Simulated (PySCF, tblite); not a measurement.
# C₅H₁₂AlNS: geometry, infrared bands and NMR shifts

Wanted: the infrared bands and NMR shifts of C₅H₁₂AlNS (`C[S][AlH][N](C)C1CC1`), by calculation.

The runs use tblite 0.8.0 and PySCF 2.14.0, with density-fitted response routines of our own; the level of theory stands in each step. All values are computed, except where a source is named. Atoms count from 0, in the outputs and in this text.

## 1. Starting geometry

20 atoms, charge 0, multiplicity 1; geometry from: force field or distance geometry start.

Bonds of the start (Å): C0–S1 1.83, S1–Al2 2.28, Al2–N3 1.94, N3–C4 1.47, N3–C5 1.46, C5–C6 1.52, C6–C7 1.53, C7–C5 1.53, C0–H8 1.11, C0–H9 1.11, C0–H10 1.10, Al2–H11 1.59, C4–H12 1.11, C4–H13 1.11, C4–H14 1.11, C5–H15 1.10, C6–H16 1.11, C6–H17 1.12, C7–H18 1.11, C7–H19 1.11.

## 2. Relaxing the molecule with GFN2-xTB

Job settings and geometry (Å):

```
{"job": {"kind": "relax", "xc": "GFN2-xTB", "basis": "xTB"}, "charge": 0, "multiplicity": 1}
C      3.039400     1.167300     0.014800
S      2.456600     0.185600    -1.410100
Al     1.282300    -1.300200    -0.137900
N     -0.605100    -0.983600     0.199500
C     -1.394000    -2.102000    -0.330900
C     -1.018300     0.258700    -0.441100
C     -2.205700     0.926100     0.228200
C     -0.805700     1.494000     0.437400
H      2.169000     1.600700     0.556800
H      3.625800     0.539900     0.711000
H      3.665500     1.996100    -0.358100
H      1.980800    -2.609000     0.432900
H     -1.259500    -2.194300    -1.429200
H     -1.095900    -3.054800     0.148600
H     -2.475400    -1.933300    -0.124100
H     -0.920200     0.379200    -1.528700
H     -2.841600     1.525400    -0.449600
H     -2.613500     0.393000     1.123500
H     -0.384100     1.299200     1.446000
H     -0.605600     2.422800    -0.129600
```

Started as:

```
> OMP_NUM_THREADS=1 python probes_run.py task.json out
```

The driver reads the jobs from task.json and runs them one after another.

Standard output:

```text
step      E/eV     max force
  0    -654.25704    1.931
  1    -654.45246    1.455
  2    -654.62606    0.581
  3    -654.66678    0.440
  4    -654.71903    0.471
  5    -654.73706    0.435
  6    -654.76021    0.294
  7    -654.77266    0.305
  8    -654.78783    0.260
  9    -654.79985    0.264
 10    -654.81197    0.229
 11    -654.82471    0.257
 12    -654.84337    0.308
 13    -654.86783    0.351
 14    -654.88951    0.362
 15    -654.90513    0.316
 16    -654.91858    0.275
 17    -654.93181    0.232
 18    -654.94500    0.245
 19    -654.95589    0.228
 20    -654.96571    0.227
 21    -654.97681    0.237
 22    -654.99005    0.237
 23    -655.00314    0.224
 24    -655.01346    0.226
 25    -655.02027    0.225
 26    -655.02509    0.226
 27    -655.02951    0.143
 28    -655.03355    0.149
 29    -655.03528    0.131
 30    -655.03794    0.109
 31    -655.03982    0.099
 32    -655.04140    0.090
 33    -655.04268    0.099
 34    -655.04443    0.122
 35    -655.04688    0.133
 36    -655.04997    0.128
 37    -655.05329    0.143
 38    -655.05703    0.170
 39    -655.06197    0.161
 40    -655.06869    0.191
 41    -655.07590    0.191
 42    -655.08144    0.168
 43    -655.08548    0.144
 44    -655.08929    0.142
 45    -655.09288    0.191
 46    -655.09497    0.207
 47    -655.09878    0.141
 48    -655.10121    0.090
 49    -655.10353    0.106
 50    -655.10590    0.112
 51    -655.10840    0.093
 52    -655.11053    0.088
 53    -655.11192    0.092
 54    -655.11284    0.073
 55    -655.11354    0.050
 56    -655.11413    0.061
 57    -655.11479    0.083
 58    -655.11565    0.101
 59    -655.11660    0.072
 60    -655.11742    0.062
 61    -655.11818    0.070
 62    -655.11916    0.107
 63    -655.12091    0.165
 64    -655.12386    0.168
 65    -655.12890    0.223
 66    -655.13353    0.215
 67    -655.13743    0.193
 68    -655.14118    0.142
 69    -655.14367    0.125
 70    -655.14694    0.091
 71    -655.14832    0.086
 72    -655.14923    0.125
 73    -655.15028    0.064
 74    -655.15113    0.065
 75    -655.15157    0.065
 76    -655.15225    0.044
 77    -655.15258    0.035
 78    -655.15277    0.035
 79    -655.15300    0.043
 80    -655.15337    0.045
 81    -655.15387    0.044
 82    -655.15450    0.063
 83    -655.15532    0.067
 84    -655.15633    0.066
 85    -655.15760    0.073
 86    -655.15907    0.082
 87    -655.16047    0.085
 88    -655.16161    0.070
 89    -655.16273    0.099
 90    -655.16410    0.081
 91    -655.16633    0.088
 92    -655.16788    0.104
 93    -655.16955    0.119
 94    -655.17188    0.120
 95    -655.17396    0.133
 96    -655.17714    0.124
 97    -655.17984    0.092
 98    -655.18361    0.114
 99    -655.18590    0.145
100    -655.19082    0.189
101    -655.19521    0.176
102    -655.19928    0.229
103    -655.20298    0.100
104    -655.20459    0.121
105    -655.20637    0.088
106    -655.20768    0.093
107    -655.20879    0.086
108    -655.20951    0.078
109    -655.21064    0.054
110    -655.21135    0.050
111    -655.21193    0.050
112    -655.21270    0.053
113    -655.21333    0.045
114    -655.21384    0.045
115    -655.21423    0.046
116    -655.21468    0.060
117    -655.21531    0.092
118    -655.21621    0.085
119    -655.21728    0.086
120    -655.21832    0.088
121    -655.21931    0.078
122    -655.22016    0.092
123    -655.22178    0.121
124    -655.22376    0.095
125    -655.22712    0.123
126    -655.22860    0.126
127    -655.23071    0.108
128    -655.23247    0.096
129    -655.23371    0.088
130    -655.23497    0.072
131    -655.23630    0.076
132    -655.23800    0.094
133    -655.23957    0.103
134    -655.24164    0.091
135    -655.24387    0.110
136    -655.24622    0.104
137    -655.24683    0.245
138    -655.24922    0.071
139    -655.25019    0.061
140    -655.25241    0.078
141    -655.25359    0.093
142    -655.25593    0.079
143    -655.25710    0.081
144    -655.25874    0.074
145    -655.25945    0.207
146    -655.26181    0.099
147    -655.26355    0.090
148    -655.26567    0.108
149    -655.26686    0.089
150    -655.26845    0.071
151    -655.27023    0.097
152    -655.27145    0.114
153    -655.27277    0.091
154    -655.27357    0.083
155    -655.27469    0.071
156    -655.27550    0.081
157    -655.27616    0.086
158    -655.27695    0.068
159    -655.27780    0.064
160    -655.27873    0.062
161    -655.27956    0.083
162    -655.28032    0.064
163    -655.28086    0.058
164    -655.28145    0.048
165    -655.28190    0.050
166    -655.28240    0.060
167    -655.28292    0.056
168    -655.28335    0.048
169    -655.28388    0.058
170    -655.28479    0.070
171    -655.28590    0.073
172    -655.28707    0.087
173    -655.28802    0.057
174    -655.28883    0.042
175    -655.28958    0.053
176    -655.29013    0.054
177    -655.29055    0.051
178    -655.29103    0.041
179    -655.29155    0.057
180    -655.29211    0.079
181    -655.29265    0.077
182    -655.29315    0.062
183    -655.29362    0.051
184    -655.29417    0.057
185    -655.29481    0.058
186    -655.29548    0.081
187    -655.29620    0.056
188    -655.29685    0.038
189    -655.29727    0.036
190    -655.29761    0.031
191    -655.29784    0.026
192    -655.29798    0.043
193    -655.29806    0.028
194    -655.29815    0.022
195    -655.29823    0.023
196    -655.29830    0.020
197    -655.29838    0.020
198    -655.29848    0.021
199    -655.29863    0.028
200    -655.29882    0.027
201    -655.29906    0.029
202    -655.29936    0.034
203    -655.29973    0.034
204    -655.30010    0.049
205    -655.30036    0.071
206    -655.30065    0.046
207    -655.30093    0.031
208    -655.30128    0.033
209    -655.30170    0.040
210    -655.30237    0.046
211    -655.30296    0.072
212    -655.30303    0.077
213    -655.30396    0.057
214    -655.30437    0.079
215    -655.30513    0.048
216    -655.30574    0.044
217    -655.30635    0.048
218    -655.30704    0.050
219    -655.30751    0.045
220    -655.30778    0.045
221    -655.30803    0.031
222    -655.30832    0.032
223    -655.30859    0.029
224    -655.30882    0.031
225    -655.30901    0.040
226    -655.30920    0.046
227    -655.30940    0.041
228    -655.30954    0.029
229    -655.30963    0.022
230    -655.30969    0.018
231    -655.30977    0.019
232    -655.30988    0.021
233    -655.31001    0.026
234    -655.31015    0.031
235    -655.31031    0.032
236    -655.31051    0.029
237    -655.31074    0.032
238    -655.31096    0.037
239    -655.31116    0.027
240    -655.31129    0.024
241    -655.31138    0.019
242    -655.31144    0.023
243    -655.31150    0.019
244    -655.31154    0.016
245    -655.31160    0.017
246    -655.31165    0.019
247    -655.31170    0.018
248    -655.31176    0.017
249    -655.31182    0.018
250    -655.31189    0.018
251    -655.31196    0.018
252    -655.31204    0.019
253    -655.31212    0.020
254    -655.31220    0.018
255    -655.31225    0.013
256    -655.31228    0.014
257    -655.31232    0.010
258    -655.31234    0.009
```

It took 4 s on 1 thread of Arm Neoverse N1, shared host.

The steps of the relaxation: (not every step is listed)

```tsv
step	energy from step 0 (eV)	largest force (eV/Å)
0	0.0000	1.9315
1	-0.1954	1.4555
2	-0.3690	0.5807
3	-0.4097	0.4402
4	-0.4620	0.4712
5	-0.4800	0.4352
6	-0.5032	0.2944
7	-0.5156	0.3047
8	-0.5308	0.2598
32	-0.7844	0.0904
56	-0.8571	0.0607
80	-0.8963	0.0450
104	-0.9476	0.1212
128	-0.9754	0.0956
152	-1.0144	0.1140
176	-1.0331	0.0537
200	-1.0418	0.0274
224	-1.0518	0.0313
248	-1.0547	0.0173
253	-1.0551	0.0198
254	-1.0552	0.0181
255	-1.0552	0.0135
256	-1.0552	0.0142
257	-1.0553	0.0104
258	-1.0553	0.0087
```

Close pairs (by a distance rule), those that changed most:

```tsv
bond	before (Å)	after (Å)	change (Å)
Al2–N3	1.943	1.791	-0.152
S1–Al2	2.281	2.202	-0.079
Al2–H11	1.590	1.540	-0.049
C6–H17	1.119	1.080	-0.039
C5–C7	1.531	1.494	-0.036
C0–H8	1.113	1.085	-0.028
C7–H18	1.110	1.083	-0.027
C7–H19	1.106	1.079	-0.027
```

The final coordinates are the input of the step that follows.

## 3. Harmonic vibrations with GFN2-xTB

Job settings and geometry (Å):

```
{"job": {"kind": "ir", "xc": "GFN2-xTB", "basis": "xTB"}, "charge": 0, "multiplicity": 1}
C      3.846480     0.714823     0.432945
S      2.194222     1.426498     0.089970
Al     1.058490    -0.459957     0.061153
N     -0.648429    -0.737051    -0.406869
C     -1.127904    -2.111412    -0.381248
C     -1.681199     0.201814    -0.723335
C     -2.471603     0.838389     0.388006
C     -1.473439     1.644027    -0.391524
H      4.249873     1.216076     1.307147
H      3.768252    -0.358689     0.619950
H      4.483448     0.901013    -0.426267
H      1.861221    -1.702931     0.488416
H     -1.498079    -2.420974    -1.364610
H     -0.297420    -2.762665    -0.100566
H     -1.935728    -2.238817     0.346236
H     -2.222478    -0.034413    -1.638321
H     -3.522963     1.030349     0.236957
H     -2.210637     0.567009     1.400189
H     -0.545239     1.904528     0.101992
H     -1.832015     2.393063    -1.080824
```

Standard output:

```text
mode    cm-1     km/mol
  1      37.2      1.12
  2      48.2      3.19
  3      73.1      0.98
  4      84.7      0.68
  5     147.4      1.53
  6     152.0      1.47
  7     173.2      0.96
  8     180.5      9.37
  9     235.7      0.09
 10     255.0      0.99
 11     392.6     56.44
 12     418.5     40.11
 13     438.1     19.14
 14     480.9     30.11
 15     610.8      5.29
 16     680.1    190.09
 17     723.3    191.90
 18     793.6      2.83
 19     847.9      4.30
 20     894.1     45.77
 21     942.3      1.36
 22     948.0      0.85
 23     965.3     27.04
 24    1012.1     16.61
 25    1055.6      0.03
 26    1057.7     20.82
 27    1071.9      2.32
 28    1089.4      2.28
 29    1103.4      3.15
 30    1139.5     36.03
 31    1146.2      6.32
 32    1232.4     33.34
 33    1268.8     16.14
 34    1315.6      2.18
 35    1356.6     41.88
 36    1404.8      0.88
 37    1416.8      1.32
 38    1435.8      5.61
 39    1455.3      3.59
 40    1469.4     15.46
 41    1472.3      2.26
 42    1499.8      6.99
 43    1781.9    308.29
 44    2906.4     51.42
 45    2933.6     70.24
 46    2937.1      0.92
 47    2952.8     67.06
 48    2963.7     29.71
 49    3037.9      6.91
 50    3042.7      4.58
 51    3044.0     34.70
 52    3079.6     20.21
 53    3087.8     10.28
 54    3102.3     68.64
```

It took 1.5 s on 1 thread of Arm Neoverse N1, shared host.

Which atoms move in the most intense modes:

```tsv
cm⁻¹	km/mol	atoms
393	56.4	H11 65 %, Al2 15 %
680	190.1	H11 30 %, C0 25 %, S1 17 %, Al2 15 %
723	191.9	C0 35 %, H11 32 %, S1 15 %
1782	308.3	H11 96 %
2906	51.4	H12 62 %, H14 30 %
2934	70.2	H14 63 %, H12 31 %
2953	67.1	H15 89 %
3102	68.6	H19 38 %, H16 28 %, H17 22 %
```

## 4. NMR shieldings: PBE0/pcSseg-1

Settings changed since step 3:

```diff
@@ -1,2 +1,2 @@
-{"job": {"kind": "ir", "xc": "GFN2-xTB", "basis": "xTB"}, "charge": 0, "multiplicity": 1}
+{"job": {"kind": "nmr", "xc": "PBE0", "basis": "pcSseg-1"}, "charge": 0, "multiplicity": 1}
 C      3.846480     0.714823     0.432945
```

Method: GIAO PBE0/pcSseg-1 NMR shielding, non-relativistic, gas phase.

Standard output:

```text
coarse grid: 17184 points
cycle   1  E = -892.4275407004  dE =  8.059e-01  |g| = 4.549e-01  |ddm| = 3.964e+00
cycle   2  E = -892.3930695452  dE =  3.447e-02  |g| = 6.121e-01  |ddm| = 1.010e+00
cycle   3  E = -892.4830070032  dE = -8.994e-02  |g| = 1.127e-01  |ddm| = 6.060e-01
cycle   4  E = -892.4855192762  dE = -2.512e-03  |g| = 4.139e-02  |ddm| = 1.281e-01
cycle   5  E = -892.4859071446  dE = -3.879e-04  |g| = 5.995e-03  |ddm| = 4.154e-02
cycle   6  E = -892.4859158181  dE = -8.674e-06  |g| = 1.981e-03  |ddm| = 8.981e-03
final grid: 155136 points
cycle   7  E = -892.5333949800  dE = -3.420e-05  |g| = 1.045e-02  |ddm| = 2.818e-02
cycle   8  E = -892.5333756279  dE =  1.935e-05  |g| = 1.359e-02  |ddm| = 2.072e-02
cycle   9  E = -892.5334222260  dE = -4.660e-05  |g| = 1.487e-03  |ddm| = 1.252e-02
cycle  10  E = -892.5334226948  dE = -4.688e-07  |g| = 2.692e-04  |ddm| = 1.294e-03
cycle  11  E = -892.5334227089  dE = -1.416e-08  |g| = 8.838e-05  |ddm| = 3.185e-04
cycle  12  E = -892.5334227109  dE = -1.998e-09  |g| = 2.703e-05  |ddm| = 1.122e-04
cycle  13  E = -892.5334227111  dE = -1.680e-10  |g| = 4.837e-06  |ddm| = 2.459e-05
converged SCF energy = -892.5334227111

GIAO shielding tensors (ppm)
atom      isotropic    diamagn.    paramagn.     s11        s22        s33       span
  0 C      172.904     249.645     -76.742    162.364    163.569    192.778     30.414
  1 S      660.475    1061.980    -401.506    637.262    660.431    683.731     46.468
  2 Al     360.144     800.566    -440.422    327.886    335.525    417.020     89.134
  3 N      168.186     327.061    -158.874     79.334    192.424    232.801    153.466
  4 C      146.917     243.357     -96.439    122.202    134.999    183.551     61.350
  5 C      149.520     244.253     -94.733    112.719    126.300    209.542     96.823
  6 C      174.276     256.002     -81.726    133.401    173.590    215.837     82.436
  7 C      178.443     252.607     -74.164    149.894    171.531    213.904     64.010
  8 H       29.403      28.499       0.904     23.073     26.941     38.195     15.122
  9 H       29.420      30.107      -0.687     23.558     29.100     35.602     12.044
 10 H       29.400      28.451       0.950     23.117     26.930     38.153     15.035
 11 H       27.296      32.355      -5.059     23.194     26.927     31.768      8.574
 12 H       28.938      28.564       0.374     24.286     26.473     36.055     11.769
 13 H       28.343      30.085      -1.743     23.140     27.770     34.117     10.977
 14 H       28.930      29.042      -0.111     24.160     27.140     35.491     11.330
 15 H       29.580      30.867      -1.287     23.258     27.520     37.962     14.704
 16 H       31.190      30.677       0.513     25.377     26.338     41.854     16.478
 17 H       31.735      32.610      -0.875     26.514     29.805     38.885     12.371
 18 H       31.186      33.688      -2.502     23.865     28.090     41.603     17.737
 19 H       30.998      30.681       0.316     24.735     26.945     41.313     16.577
```

It took 89 s on 1 thread of Arm Neoverse N1, shared host; peak memory 1 GiB.

Shifts follow as δ = σ(reference) − σ, with reference shieldings (ppm) from runs at the same level and on the same kind of geometry: 1H TMS 31.72, 13C TMS 186.9, 15N NH3 267.7, 33S CS2 504, 27Al AlH4- 490.0. The references are single molecules in the gas phase, so shifts against H2O, NH3, PH3, H3PO4 or CFCl3 are not on the usual liquid scales and can be off by tens of ppm. Shifts against hydride references such as AlH4− lie on their own scale. Atoms listed in one row are averaged.

```tsv
atoms	environment	σ (ppm)	δ (ppm)
C4	methyl carbon bonded to N	146.9	40.0
C5	three-membered-ring carbon	149.5	37.4
C0	methyl carbon bonded to S	172.9	14.0
C6, C7	three-membered-ring carbon	176.4	10.6
H11	hydrogen on an aluminium bonded to N, S	27.30	4.42
H12, H13, H14	hydrogen on a methyl carbon bonded to N	28.74	2.98
H8, H9, H10	hydrogen on a methyl carbon bonded to S	29.41	2.31
H15	hydrogen on a three-membered-ring carbon	29.58	2.14
H16, H19	hydrogen on a three-membered-ring carbon	31.09	0.62
H17, H18	hydrogen on a three-membered-ring carbon	31.46	0.26
S1	sulfur bonded to C, Al	660	-157
Al2	aluminium bonded to N, S, H	360.1	129.8
N3	nitrogen bonded to 2 C, Al	168.2	99.5
```

The run also stored atomic charges by several schemes (e):

```tsv
atoms	Mulliken	IAO	Hirshfeld	ESP fit
C0	-0.39	-0.48	-0.12	-0.13
S1	-0.40	-0.24	-0.16	-0.43
Al2	0.91	0.74	0.46	0.76
N3	-0.84	-0.50	-0.22	-0.39
C4	-0.05	-0.29	-0.07	-0.15
C5	0.01	-0.02	0.00	-0.05
C6, C7	-0.22	-0.30	-0.10	-0.32
```

Mayer bond orders: C0–S1 0.99, S1–Al2 0.96, Al2–N3 0.97, N3–C4 0.95, N3–C5 0.93, C5–C6 0.95, C6–C7 0.96, C7–C5 0.98.

Ring of atoms C5, C6, C7: NICS(0) -41.4, NICS(1) -8.5, NICS(1)zz -21.7 ppm (means of both faces).

The two faces differ (NICS(1)zz -19.1 and -24.3 ppm).

In rings of three or four atoms NICS is ruled by the nearby σ bonds, so it says little on aromaticity.

The fields below are evaluated on a grid from the run's orbitals.

Frontier orbitals at PBE0/pcSseg-1, with the share of their density that lies nearest to each atom:

```tsv
orbital	energy (eV)	lies on
HOMO	-6.25	N3 48 %; S1 12 %; C6 9 %
LUMO	-0.44	Al2 45 %; H11 17 %; S1 10 %
```

ELF in a plane through or near 9 of the atoms.

Ten even steps from ' ' (0.00) to '@' (1.00):
```
                                                        
                                                        
                            ....                        
                    ..    --@@@@::                      
                ..##%%--  **@@@@++..                    
                **@@@@@@  --@@@@++++==..                
                --@@@@@@--  ==**##****::                
        ..##@@**  @@@@++  ..==####==--                  
        ::%%@@@@..::..####::##--**..                    
        ::++%%%%..--::****..%%**%%++++::                
        --==**==++##%%::  ..====++**%%==..              
      ..++##--##**..==%%::    ..++####==****..          
        --==--++--**::**  ::%%##--##++**@@@@==          
              --%%%%%%++  %%@@@@..**++--##%%..          
              ::##%%##--  **@@%%++**--                  
                --==--      ::..::--..                  
                                                        
                                                        
                                                        
                                                        
```
The map spans 14.1 Å across and 10.6 Å up, centred on the molecule. Atoms in the plane (x, y in Å): C0 (-3.9, -0.4), S1 (-2.3, -1.2), Al2 (-1.0, 0.6), N3 (0.7, 0.7), C4 (1.3, 2.0), C7 (1.4, -1.8), H9 (-3.8, 0.7), H13 (0.5, 2.7), H18 (0.4, -2.0).

On the surface of density 0.002 e/bohr³ the electrostatic potential runs, from the 1st to the 99th percentile, from -1.05 V near S1 to 1.57 V near Al2.

## 5. Outcome

| quantity | value |
| --- | --- |
| strongest single infrared mode (GFN2-xTB) | 1782 cm⁻¹, 308 km/mol |
| zero-point energy (GFN2-xTB) | 99.2 kcal/mol |
| 13C shifts against TMS (PBE0/pcSseg-1, means over atoms taken as alike) | 40.0, 37.4, 14.0, 10.6 ppm |
| 1H shifts against TMS (PBE0/pcSseg-1, means over atoms taken as alike) | 4.42, 2.98, 2.31, 2.14, 0.62, 0.26 ppm |
| 33S shifts against CS2 (PBE0/pcSseg-1) | -157 ppm |
| 27Al shifts against AlH4- (PBE0/pcSseg-1) | 129.8 ppm |
| 15N shifts against NH3 (PBE0/pcSseg-1) | 99.5 ppm |
| surface potential, 1st and 99th percentile | -1.05 V and 1.57 V |

**Reading.** Over 258 steps the energy fell by 1.055 eV; of the close pairs, Al2–N3 changed most, 1.943 to 1.791 Å. All 54 modes are real, so the xTB geometry is a minimum. The strongest single mode, at 1782 cm⁻¹, moves mainly H11. GFN2-xTB is a fitted tight-binding method: band positions and strengths are rough. Its intensities can rank the bands wrongly. The most deshielded carbon is C4 (methyl carbon bonded to N), at 40.0 ppm: pulled downfield by the heteroatom. At PBE0/pcSseg-1: The widest tensor belongs to N3: span 153 ppm, with a paramagnetic part of -159 ppm. At PBE0/pcSseg-1, counted by nearest atom on the grid, the HOMO lies on N3 48 %; S1 12 %, the LUMO on Al2 45 %; H11 17 %.
